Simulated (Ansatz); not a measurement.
# C₃H₉AlO: up Jacob's ladder to CCSD(T)

Aim: compute C₃H₉AlO with functionals from several rungs and with coupled cluster, and see how far each lands from CCSD(T) at the basis-set limit for the atomisation energy.

Method: functionals in def2-TZVPP, the program's frozen cores in correlated methods; program: Ansatz 0.2.0, Gaussian basis.

Plan: PBE-D4, r2SCAN-D4, PBE0-D4, B3LYP-D4, ωB97X-V, ωB97M-V, B2PLYP; CCSD(T)/def2-TZVPP; MP2/def2-QZVPP; extrapolation to the limit.

## Step 1: The relaxed structure

All runs share one geometry, relaxed beforehand with PBE0-D4 in a triple-zeta def2 set.

SMILES `[CH3][Al]([CH3])[CH2]O`, 14 atoms, charge 0, spin multiplicity 1.

Atoms are counted from 1 here; the program's logs count them from 0.

Bond lengths: C1–Al2 1.960 Å, C1–H6 1.093 Å, C1–H7 1.096 Å, C1–H8 1.097 Å, Al2–C3 1.955 Å, Al2–C4 1.979 Å, C3–H9 1.093 Å, C3–H10 1.095 Å, C3–H11 1.096 Å, C4–O5 1.431 Å, C4–H12 1.104 Å, C4–H13 1.098 Å, O5–H14 0.959 Å. Angles: Al2–C1–H6 112.8°, Al2–C1–H7 111.5°, Al2–C1–H8 111.3°, H6–C1–H7 107.6°, H6–C1–H8 107.0°, H7–C1–H8 106.4°, C1–Al2–C3 122.4°, C1–Al2–C4 116.4°, C3–Al2–C4 121.2°, Al2–C3–H9 113.3°, Al2–C3–H10 111.2°, Al2–C3–H11 110.6°, H9–C3–H10 107.9°, H9–C3–H11 107.4°, H10–C3–H11 106.2°, Al2–C4–O5 115.6°, Al2–C4–H12 111.1°, Al2–C4–H13 108.7° and more.

## Step 2: PBE-D4 (GGA)

The input, in.yaml:

```yaml
crystal:
  periodic: [false, false, false]
  atoms:
    - {symbol: C, position_ang: [-1.584980, 0.934130, 0.457641]}
    - {symbol: Al, position_ang: [0.116373, -0.011948, 0.233789]}
    - {symbol: C, position_ang: [1.302244, -0.402979, 1.737569]}
    - {symbol: C, position_ang: [0.570427, -0.582002, -1.605803]}
    - {symbol: O, position_ang: [-0.263988, -0.052328, -2.641092]}
    - {symbol: H, position_ang: [-1.733421, 1.302286, 1.475955]}
    - {symbol: H, position_ang: [-1.658801, 1.792652, -0.218863]}
    - {symbol: H, position_ang: [-2.436368, 0.283050, 0.224790]}
    - {symbol: H, position_ang: [2.153353, -1.031567, 1.464281]}
    - {symbol: H, position_ang: [0.762096, -0.903020, 2.548521]}
    - {symbol: H, position_ang: [1.702350, 0.524300, 2.163428]}
    - {symbol: H, position_ang: [0.616739, -1.682039, -1.680648]}
    - {symbol: H, position_ang: [1.593356, -0.254214, -1.834233]}
    - {symbol: H, position_ang: [-1.152181, 0.054480, -2.296535]}
basis:
  gaussian: {orbitals: def2-TZVPP}
hamiltonian: {xc: pbe, dispersion: d4}
output: {forces: true, orbitals: {seedname: orbitals}}
```

Started as:

```
$ ansatz run in.yaml --threads 4 --pin off --events-out ev --progress --plain --max-ram 10444MiB
```

Further steps of the session: r2SCAN-D4 (meta-GGA); PBE0-D4 (hybrid); B3LYP-D4 (hybrid); ωB97X-V (range-separated); ωB97M-V (range-separated); B2PLYP (double hybrid); CCSD(T) in def2-TZVPP; MP2 in def2-QZVPP.

**Question.** What will the summary of the whole plan be? Wanted: atomisation energy, CCSD(T)/CBS; farthest; mean size of error, hybrid; mean size of error, range-separated; gap, smallest and largest; T1 diagnostic; triples share of the correlation energy.

The runs gave:

| quantity | value |
| --- | --- |
| atomisation energy, CCSD(T)/CBS | 5097.0 kJ/mol |
| functionals within 25.5 kJ/mol (0.5 %) | r2SCAN-D4, PBE0-D4, B3LYP-D4, ωB97X-V, ωB97M-V |
| farthest | PBE-D4 (+66.8 kJ/mol) |
| mean size of error, hybrid | 5.7 kJ/mol |
| mean size of error, range-separated | 5.7 kJ/mol |
| gap, smallest and largest | 4.04 eV (PBE-D4), 10.52 eV (ωB97X-V) |
| T1 diagnostic | 0.0101 |
| triples share of the correlation energy | 3.6 % |

PBE-D4 misses by +66.8 kJ/mol. Double hybrids carry the basis error of their MP2 part in triple zeta, and no dispersion term here, so their miss is partly the set-up's. The reference freezes the cores and leaves out relativity and excitations past (T), so misses under about 25.5 kJ/mol can't be ranked. Hartree-Fock recovers 74 % of the binding; the rest is correlation. The gap grows from 4.0 to 10.5 eV across the functionals, mostly with the share of exact exchange.
